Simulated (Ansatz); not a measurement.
What does this script print? It uses the Python package of Ansatz (0.2.0).

`mos2_xc.py`:
```python
"""Functional comparison for MoS2 (totals differ with the potentials too)."""

import warnings

import ansatz as az

warnings.simplefilter("ignore", az.DeckWarning)

xtal = (
    az.Lattice.from_parameters(6.383176, 6.383176, 6.383176, alpha=28.76421, beta=28.76421, gamma=28.76421)
    .atom("Mo", [0.0, 0.0, 0.0])
    .atom("S", [0.75, 0.75, 0.75])
    .atom("S", [0.25, 0.25, 0.25])
)

base = (
    xtal.calculation()
    .kpoints(11, 11, 11)
    .occupations("fermi_dirac", width=0.1)  # fractional filling near the Fermi level
    .scf(tolerance=1e-10)
    .stress()
)

rows = []
for value in ["blyp", "pbesol", "lda"]:
    report = base.functional(value).run().report
    rows.append((value, report["free_energy_ev"] / len(report["lattice"]["sites"]), report["n_iterations"], sum(report["stress_gpa"][i][i] for i in range(3)) / 3, report["n_kpoints"]))

print("  functional   F/atom (eV)    iterations       P (GPa)      k-points")
for row in rows:
    print(f"{str(row[0]):>12s}  {row[1]:12.5f}  {row[2]:12d}  {row[3]:12.3f}  {row[4]:12d}")
```

```console
$ python mos2_xc.py
  functional   F/atom (eV)    iterations       P (GPa)      k-points
        blyp   -2261.26900             9        15.640           146
      pbesol   -2223.11086             8         2.972           146
         lda   -2194.68340             8         0.185           146
```

From lowest to highest: LDA (0.2 GPa), PBEsol (3.0 GPa) and BLYP (15.6 GPa). At a fixed cell a lower pressure usually means a smaller equilibrium volume, so LDA prefers the smallest cell and BLYP the largest.

Notes:
- Spin is left out of this run.
- BLYP can be off by several per cent in the lattices of metals, and by several GPa in the pressure at a fixed cell.
- For a metal this k-point mesh is coarse: on a finer one energies can move by several to tens of meV an atom and pressures by half a GPa or more, differences at one mesh by less.
- Of the deposited cell: the entry's cell lengths or inner coordinates differ somewhat from later room-temperature determinations.
- Pressure is positive in compression.
- The starting cell is as deposited in a crystallographic database; the results hold for this polymorph, which needn't be the stable one.
- Total energies of different functionals can't be compared; pressures, moments and gaps at this one structure can.
- The whole script took 27 s on 1 thread of Arm Neoverse V1, on a shared host, peak memory 0.45 GiB.
